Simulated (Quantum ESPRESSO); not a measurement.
A run of Quantum ESPRESSO 7.5:

Contents of pw.in:

```
&CONTROL
  calculation = 'scf'
  prefix = 'pwscf'
  outdir = './tmp'
  pseudo_dir = './pseudo'
  tprnfor = .true.
  tstress = .true.
  disk_io = 'low'
/
&SYSTEM
  ibrav = 0
  celldm(1) = 8
  nat = 5
  ntyp = 2
  ecutwfc = 45
  ecutrho = 360
  nbnd = 33
  occupations = 'smearing'
  smearing = 'fd'
  degauss = 0.00367493
/
&ELECTRONS
  conv_thr = 1d-09
  electron_maxstep = 120
  mixing_beta = 0.5
/
ATOMIC_SPECIES
Ti    47.8670 ti_pbe_v1.4.uspp.F.UPF
S     32.0600 s_pbe_v1.4.uspp.F.UPF
CELL_PARAMETERS alat
  0.6408802826822   0.3700124037199   0.7647765101163
 -0.6408802826822   0.3700124037199   0.7647765101163
  0.0000000000000  -0.7400248074398   0.7647765101163
ATOMIC_POSITIONS crystal
Ti     0.0000000000    0.3356550000    0.6643450000
Ti     0.6643450000    0.0000000000    0.3356550000
Ti     0.3356550000    0.6643450000    0.0000000000
S      0.1678390000    0.1678390000    0.1678390000
S      0.8321610000    0.8321610000    0.8321610000
K_POINTS automatic
5 5 5 0 0 0
```

Contents of nscf.in:

```
&CONTROL
  calculation = 'nscf'
  prefix = 'pwscf'
  outdir = './tmp'
  pseudo_dir = './pseudo'
  disk_io = 'low'
/
&SYSTEM
  ibrav = 0
  celldm(1) = 8
  nat = 5
  ntyp = 2
  ecutwfc = 45
  ecutrho = 360
  nbnd = 63
  occupations = 'smearing'
  smearing = 'fd'
  degauss = 0.00367493
  nosym = .true.
  noinv = .true.
/
&ELECTRONS
  conv_thr = 1d-09
  electron_maxstep = 120
  mixing_beta = 0.5
  diago_full_acc = .true.
  startingwfc = 'random'
/
ATOMIC_SPECIES
Ti    47.8670 ti_pbe_v1.4.uspp.F.UPF
S     32.0600 s_pbe_v1.4.uspp.F.UPF
CELL_PARAMETERS alat
  0.6408802826822   0.3700124037199   0.7647765101163
 -0.6408802826822   0.3700124037199   0.7647765101163
  0.0000000000000  -0.7400248074398   0.7647765101163
ATOMIC_POSITIONS crystal
Ti     0.0000000000    0.3356550000    0.6643450000
Ti     0.6643450000    0.0000000000    0.3356550000
Ti     0.3356550000    0.6643450000    0.0000000000
S      0.1678390000    0.1678390000    0.1678390000
S      0.8321610000    0.8321610000    0.8321610000
K_POINTS crystal
64
  0.00000000   0.00000000   0.00000000 1.56250000e-02
  0.00000000   0.00000000   0.25000000 1.56250000e-02
  0.00000000   0.00000000   0.50000000 1.56250000e-02
  0.00000000   0.00000000   0.75000000 1.56250000e-02
  0.00000000   0.25000000   0.00000000 1.56250000e-02
  0.00000000   0.25000000   0.25000000 1.56250000e-02
  0.00000000   0.25000000   0.50000000 1.56250000e-02
  0.00000000   0.25000000   0.75000000 1.56250000e-02
  0.00000000   0.50000000   0.00000000 1.56250000e-02
  0.00000000   0.50000000   0.25000000 1.56250000e-02
  0.00000000   0.50000000   0.50000000 1.56250000e-02
  0.00000000   0.50000000   0.75000000 1.56250000e-02
  0.00000000   0.75000000   0.00000000 1.56250000e-02
  0.00000000   0.75000000   0.25000000 1.56250000e-02
  0.00000000   0.75000000   0.50000000 1.56250000e-02
  0.00000000   0.75000000   0.75000000 1.56250000e-02
  0.25000000   0.00000000   0.00000000 1.56250000e-02
  0.25000000   0.00000000   0.25000000 1.56250000e-02
  0.25000000   0.00000000   0.50000000 1.56250000e-02
  0.25000000   0.00000000   0.75000000 1.56250000e-02
  0.25000000   0.25000000   0.00000000 1.56250000e-02
  0.25000000   0.25000000   0.25000000 1.56250000e-02
  0.25000000   0.25000000   0.50000000 1.56250000e-02
  0.25000000   0.25000000   0.75000000 1.56250000e-02
  0.25000000   0.50000000   0.00000000 1.56250000e-02
  0.25000000   0.50000000   0.25000000 1.56250000e-02
  0.25000000   0.50000000   0.50000000 1.56250000e-02
  0.25000000   0.50000000   0.75000000 1.56250000e-02
  0.25000000   0.75000000   0.00000000 1.56250000e-02
  0.25000000   0.75000000   0.25000000 1.56250000e-02
  0.25000000   0.75000000   0.50000000 1.56250000e-02
  0.25000000   0.75000000   0.75000000 1.56250000e-02
  0.50000000   0.00000000   0.00000000 1.56250000e-02
  0.50000000   0.00000000   0.25000000 1.56250000e-02
  0.50000000   0.00000000   0.50000000 1.56250000e-02
  0.50000000   0.00000000   0.75000000 1.56250000e-02
  0.50000000   0.25000000   0.00000000 1.56250000e-02
  0.50000000   0.25000000   0.25000000 1.56250000e-02
  0.50000000   0.25000000   0.50000000 1.56250000e-02
  0.50000000   0.25000000   0.75000000 1.56250000e-02
  0.50000000   0.50000000   0.00000000 1.56250000e-02
  0.50000000   0.50000000   0.25000000 1.56250000e-02
  0.50000000   0.50000000   0.50000000 1.56250000e-02
  0.50000000   0.50000000   0.75000000 1.56250000e-02
  0.50000000   0.75000000   0.00000000 1.56250000e-02
  0.50000000   0.75000000   0.25000000 1.56250000e-02
  0.50000000   0.75000000   0.50000000 1.56250000e-02
  0.50000000   0.75000000   0.75000000 1.56250000e-02
  0.75000000   0.00000000   0.00000000 1.56250000e-02
  0.75000000   0.00000000   0.25000000 1.56250000e-02
  0.75000000   0.00000000   0.50000000 1.56250000e-02
  0.75000000   0.00000000   0.75000000 1.56250000e-02
  0.75000000   0.25000000   0.00000000 1.56250000e-02
  0.75000000   0.25000000   0.25000000 1.56250000e-02
  0.75000000   0.25000000   0.50000000 1.56250000e-02
  0.75000000   0.25000000   0.75000000 1.56250000e-02
  0.75000000   0.50000000   0.00000000 1.56250000e-02
  0.75000000   0.50000000   0.25000000 1.56250000e-02
  0.75000000   0.50000000   0.50000000 1.56250000e-02
  0.75000000   0.50000000   0.75000000 1.56250000e-02
  0.75000000   0.75000000   0.00000000 1.56250000e-02
  0.75000000   0.75000000   0.25000000 1.56250000e-02
  0.75000000   0.75000000   0.50000000 1.56250000e-02
  0.75000000   0.75000000   0.75000000 1.56250000e-02
```

File pw2wan.in:

```
&INPUTPP
  prefix = 'pwscf'
  outdir = './tmp'
  seedname = 'w'
  write_mmn = .true.
  write_amn = .true.
  scdm_proj = .true.
  scdm_entanglement = 'erfc'
  scdm_mu = 15.31
  scdm_sigma = 3
/
```

bands.in

```
&CONTROL
  calculation = 'bands'
  prefix = 'pwscf'
  outdir = './tmp'
  pseudo_dir = './pseudo'
  disk_io = 'low'
/
&SYSTEM
  ibrav = 0
  celldm(1) = 8
  nat = 5
  ntyp = 2
  ecutwfc = 45
  ecutrho = 360
  nbnd = 63
  occupations = 'smearing'
  smearing = 'fd'
  degauss = 0.00367493
/
&ELECTRONS
  conv_thr = 1d-08
  electron_maxstep = 120
  mixing_beta = 0.5
  diago_full_acc = .true.
  startingwfc = 'random'
/
ATOMIC_SPECIES
Ti    47.8670 ti_pbe_v1.4.uspp.F.UPF
S     32.0600 s_pbe_v1.4.uspp.F.UPF
CELL_PARAMETERS alat
  0.6408802826822   0.3700124037199   0.7647765101163
 -0.6408802826822   0.3700124037199   0.7647765101163
  0.0000000000000  -0.7400248074398   0.7647765101163
ATOMIC_POSITIONS crystal
Ti     0.0000000000    0.3356550000    0.6643450000
Ti     0.6643450000    0.0000000000    0.3356550000
Ti     0.3356550000    0.6643450000    0.0000000000
S      0.1678390000    0.1678390000    0.1678390000
S      0.8321610000    0.8321610000    0.8321610000
K_POINTS crystal
71
  0.00000000   0.00000000   0.00000000 1
  0.05555600   0.00000000   0.00000000 1
  0.11111100   0.00000000   0.00000000 1
  0.16666700   0.00000000   0.00000000 1
  0.22222200   0.00000000   0.00000000 1
  0.27777800   0.00000000   0.00000000 1
  0.33333300   0.00000000   0.00000000 1
  0.38888900   0.00000000   0.00000000 1
  0.44444400   0.00000000   0.00000000 1
  0.50000000   0.00000000   0.00000000 1
  0.50000000   0.03585800  -0.03585800 1
  0.50000000   0.07171500  -0.07171500 1
  0.50000000   0.10757300  -0.10757300 1
  0.50000000   0.14343100  -0.14343100 1
  0.50000000   0.17928900  -0.17928900 1
  0.50000000   0.21514600  -0.21514600 1
  0.50000000   0.25100400  -0.25100400 1
  0.50000000   0.28686200  -0.28686200 1
  0.50000000   0.32272000  -0.32272000 1
  0.67728000   0.50000000   0.32272000 1
  0.64182400   0.50000000   0.35817600 1
  0.60636800   0.50000000   0.39363200 1
  0.57091200   0.50000000   0.42908800 1
  0.53545600   0.50000000   0.46454400 1
  0.50000000   0.50000000   0.50000000 1
  0.45833300   0.45833300   0.45833300 1
  0.41666700   0.41666700   0.41666700 1
  0.37500000   0.37500000   0.37500000 1
  0.33333300   0.33333300   0.33333300 1
  0.29166700   0.29166700   0.29166700 1
  0.25000000   0.25000000   0.25000000 1
  0.20833300   0.20833300   0.20833300 1
  0.16666700   0.16666700   0.16666700 1
  0.12500000   0.12500000   0.12500000 1
  0.08333300   0.08333300   0.08333300 1
  0.04166700   0.04166700   0.04166700 1
  0.00000000   0.00000000   0.00000000 1
  0.03428000   0.00000000  -0.03428000 1
  0.06856000   0.00000000  -0.06856000 1
  0.10284000   0.00000000  -0.10284000 1
  0.13712000   0.00000000  -0.13712000 1
  0.17140000   0.00000000  -0.17140000 1
  0.20568000   0.00000000  -0.20568000 1
  0.23996000   0.00000000  -0.23996000 1
  0.27424000   0.00000000  -0.27424000 1
  0.30852000   0.00000000  -0.30852000 1
  0.34280000   0.00000000  -0.34280000 1
  0.37708000   0.00000000  -0.37708000 1
  0.41136000   0.00000000  -0.41136000 1
  0.58864000   0.41136000   0.00000000 1
  0.54432000   0.45568000   0.00000000 1
  0.50000000   0.50000000   0.00000000 1
  0.51772800   0.51772800   0.06454400 1
  0.53545600   0.53545600   0.12908800 1
  0.55318400   0.55318400   0.19363200 1
  0.57091200   0.57091200   0.25817600 1
  0.58864000   0.58864000   0.32272000 1
  0.56648000   0.56648000   0.36704000 1
  0.54432000   0.54432000   0.41136000 1
  0.52216000   0.52216000   0.45568000 1
  0.50000000   0.50000000   0.50000000 1
  0.50000000   0.00000000   0.00000000 1
  0.51969800   0.04570700   0.04570700 1
  0.53939600   0.09141300   0.09141300 1
  0.55909300   0.13712000   0.13712000 1
  0.57879100   0.18282700   0.18282700 1
  0.59848900   0.22853300   0.22853300 1
  0.61818700   0.27424000   0.27424000 1
  0.63788500   0.31994700   0.31994700 1
  0.65758200   0.36565300   0.36565300 1
  0.67728000   0.41136000   0.41136000 1
```

Contents of w.win:

```
num_wann = 35
num_bands = 51
auto_projections = true
dis_num_iter = 0
num_iter = 1200
search_shells = 100
kmesh_tol = 1.0d-4
conv_tol = 1.0d-8
conv_window = 4
num_print_cycles = 200
fermi_energy = 12.3096
bands_plot = true
write_hr = true
mp_grid = 4 4 4
exclude_bands = 1-12
begin unit_cell_cart
ang
  2.7131139241   1.5664170544   3.2376184047
 -2.7131139241   1.5664170544   3.2376184047
  0.0000000000  -3.1328341088   3.2376184047
end unit_cell_cart
begin atoms_frac
Ti   0.0000000000   0.3356550000   0.6643450000
Ti   0.6643450000   0.0000000000   0.3356550000
Ti   0.3356550000   0.6643450000   0.0000000000
S    0.1678390000   0.1678390000   0.1678390000
S    0.8321610000   0.8321610000   0.8321610000
end atoms_frac
begin kpoint_path
G   0.0000000000   0.0000000000   0.0000000000  L   0.5000000000   0.0000000000   0.0000000000
L   0.5000000000   0.0000000000   0.0000000000  B1   0.5000000000   0.3227197041  -0.3227197041
B   0.6772802959   0.5000000000   0.3227197041  Z   0.5000000000   0.5000000000   0.5000000000
Z   0.5000000000   0.5000000000   0.5000000000  G   0.0000000000   0.0000000000   0.0000000000
G   0.0000000000   0.0000000000   0.0000000000  X   0.4113598521   0.0000000000  -0.4113598521
Q   0.5886401479   0.4113598521   0.0000000000  F   0.5000000000   0.5000000000   0.0000000000
F   0.5000000000   0.5000000000   0.0000000000  P1   0.5886401479   0.5886401479   0.3227197041
P1   0.5886401479   0.5886401479   0.3227197041  Z   0.5000000000   0.5000000000   0.5000000000
L   0.5000000000   0.0000000000   0.0000000000  P   0.6772802959   0.4113598521   0.4113598521
end kpoint_path
bands_num_points = 9
begin kpoints
  0.00000000   0.00000000   0.00000000
  0.00000000   0.00000000   0.25000000
  0.00000000   0.00000000   0.50000000
  0.00000000   0.00000000   0.75000000
  0.00000000   0.25000000   0.00000000
  0.00000000   0.25000000   0.25000000
  0.00000000   0.25000000   0.50000000
  0.00000000   0.25000000   0.75000000
  0.00000000   0.50000000   0.00000000
  0.00000000   0.50000000   0.25000000
  0.00000000   0.50000000   0.50000000
  0.00000000   0.50000000   0.75000000
  0.00000000   0.75000000   0.00000000
  0.00000000   0.75000000   0.25000000
  0.00000000   0.75000000   0.50000000
  0.00000000   0.75000000   0.75000000
  0.25000000   0.00000000   0.00000000
  0.25000000   0.00000000   0.25000000
  0.25000000   0.00000000   0.50000000
  0.25000000   0.00000000   0.75000000
  0.25000000   0.25000000   0.00000000
  0.25000000   0.25000000   0.25000000
  0.25000000   0.25000000   0.50000000
  0.25000000   0.25000000   0.75000000
  0.25000000   0.50000000   0.00000000
  0.25000000   0.50000000   0.25000000
  0.25000000   0.50000000   0.50000000
  0.25000000   0.50000000   0.75000000
  0.25000000   0.75000000   0.00000000
  0.25000000   0.75000000   0.25000000
  0.25000000   0.75000000   0.50000000
  0.25000000   0.75000000   0.75000000
  0.50000000   0.00000000   0.00000000
  0.50000000   0.00000000   0.25000000
  0.50000000   0.00000000   0.50000000
  0.50000000   0.00000000   0.75000000
  0.50000000   0.25000000   0.00000000
  0.50000000   0.25000000   0.25000000
  0.50000000   0.25000000   0.50000000
  0.50000000   0.25000000   0.75000000
  0.50000000   0.50000000   0.00000000
  0.50000000   0.50000000   0.25000000
  0.50000000   0.50000000   0.50000000
  0.50000000   0.50000000   0.75000000
  0.50000000   0.75000000   0.00000000
  0.50000000   0.75000000   0.25000000
  0.50000000   0.75000000   0.50000000
  0.50000000   0.75000000   0.75000000
  0.75000000   0.00000000   0.00000000
  0.75000000   0.00000000   0.25000000
  0.75000000   0.00000000   0.50000000
  0.75000000   0.00000000   0.75000000
  0.75000000   0.25000000   0.00000000
  0.75000000   0.25000000   0.25000000
  0.75000000   0.25000000   0.50000000
  0.75000000   0.25000000   0.75000000
  0.75000000   0.50000000   0.00000000
  0.75000000   0.50000000   0.25000000
  0.75000000   0.50000000   0.50000000
  0.75000000   0.50000000   0.75000000
  0.75000000   0.75000000   0.00000000
  0.75000000   0.75000000   0.25000000
  0.75000000   0.75000000   0.50000000
  0.75000000   0.75000000   0.75000000
end kpoints
```

Potentials or basis: GBRV 1.5 PBE.

The run is started by

```sh
$ OMP_NUM_THREADS=1 pw.x -in pw.in > pw.out
$ OMP_NUM_THREADS=1 pw.x -in nscf.in > nscf.out
$ wannier90.x -pp w
$ OMP_NUM_THREADS=1 pw2wannier90.x -in pw2wan.in > pw2wan.out
$ wannier90.x w
$ OMP_NUM_THREADS=1 pw.x -in bands.in > bands.out
```

Hardware: 1 thread of Intel(R) Xeon(R) Processor @ 2.50GHz (Skylake/Cascade Lake), with other jobs on the host.

**Question.** Estimate the wall time of this run.

**Answer.** Run time: 22 min on 1 thread of Intel(R) Xeon(R) Processor @ 2.50GHz (Skylake/Cascade Lake), with other jobs on the host, peak memory 0.29 GiB. Counts: scf iterations 10, k pools 1, bands 33, k points 19, g dense 64183.
